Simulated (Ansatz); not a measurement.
Cl2H3NSn, SMILES [NH2][SnH]([Cl])[Cl]: an atomisation energy, run with Ansatz's Python interface.

Contents of `cl2h3nsn.xyz`:
```text
7

N    -0.73220    1.10340    0.18510
Sn    0.27430   -0.60970   -0.03510
Cl    0.72370   -1.48770    2.08210
Cl   -0.93190   -2.14510   -1.26130
H    -0.15190    1.81130    0.65440
H    -0.92210    1.54390   -0.79060
H     1.80120   -0.28400   -0.88040
```

`cl2h3nsn.py`:
```python
"""Atomisation energy of Cl2H3NSn at the given geometry."""

from collections import Counter
from dataclasses import dataclass

import ansatz as az


@dataclass(frozen=True)
class Settings:
    basis: str = "def2-SVPD"
    functional: str = "b3lyp"
    dispersion: str = "d3bj"


cfg = Settings()


def total_energy(molecule, charge=0, unpaired=0):
    calc = (
        molecule.calculation()
        .basis(gaussian=cfg.basis)
        .functional(cfg.functional, dispersion=cfg.dispersion)
    )
    if charge:
        calc = calc.charge(charge)
    if unpaired:
        calc = calc.spin("collinear", total=unpaired)
    return calc.run(threads=1, pin="off").report["free_energy_ev"]

molecule = az.Crystal.molecule_from_extxyz("cl2h3nsn.xyz")

# unpaired electrons of the ground-state atoms
unpaired = {"N": 3, "Sn": 2, "Cl": 1, "H": 1}
counts = Counter(site.symbol for site in molecule.cartesian_sites)
atom_energy = {s: total_energy(az.Crystal.molecule().atom(s, (0, 0, 0)), 0, unpaired[s]) for s in counts}
whole = total_energy(molecule, 0, 0)
for s, e in atom_energy.items():
    print(f"{s:2s} x{counts[s]}  {e:14.5f} eV")
print(f"Cl2H3NSn: {whole:.5f} eV")
split = sum(counts[s] * e for s, e in atom_energy.items()) - whole
print(f"atomisation energy (no zero-point term): {23.060548 * split:.1f} kcal/mol, {split / sum(counts.values()):.3f} eV an atom")
```

What does it cost to take this molecule apart into atoms?

460.1 kcal/mol from the electronic energies, without the zero-point term.

The output:

`python cl2h3nsn.py` gives:
```text
N  x1     -1484.07864 eV
Sn x1     -5832.01806 eV
Cl x2    -12517.67045 eV
H  x3       -13.63995 eV
Cl2H3NSn: -32412.30976 eV
atomisation energy (no zero-point term): 460.1 kcal/mol, 2.850 eV an atom
```

Notes:
- The settings weren't tested for convergence.
- The geometry is a force-field or estimated start, not a minimum of this method, and the basis set is short of its limit. All parts are taken at fixed geometry, without zero-point energy.
- def2 sets replace the cores of elements past krypton by effective core potentials.
- b3lyp holds the VWN-RPA fit, as in Gaussian; the form of ORCA and Turbomole is b3lyp5.
- The spin-orbit lowering of heavy atoms is left out.
- Run time: 6.1 s on 1 thread of Arm Neoverse V2 (shared host), peak memory 0.34 GiB.

(Lines on the test bed's own set-up are left out of the output.)
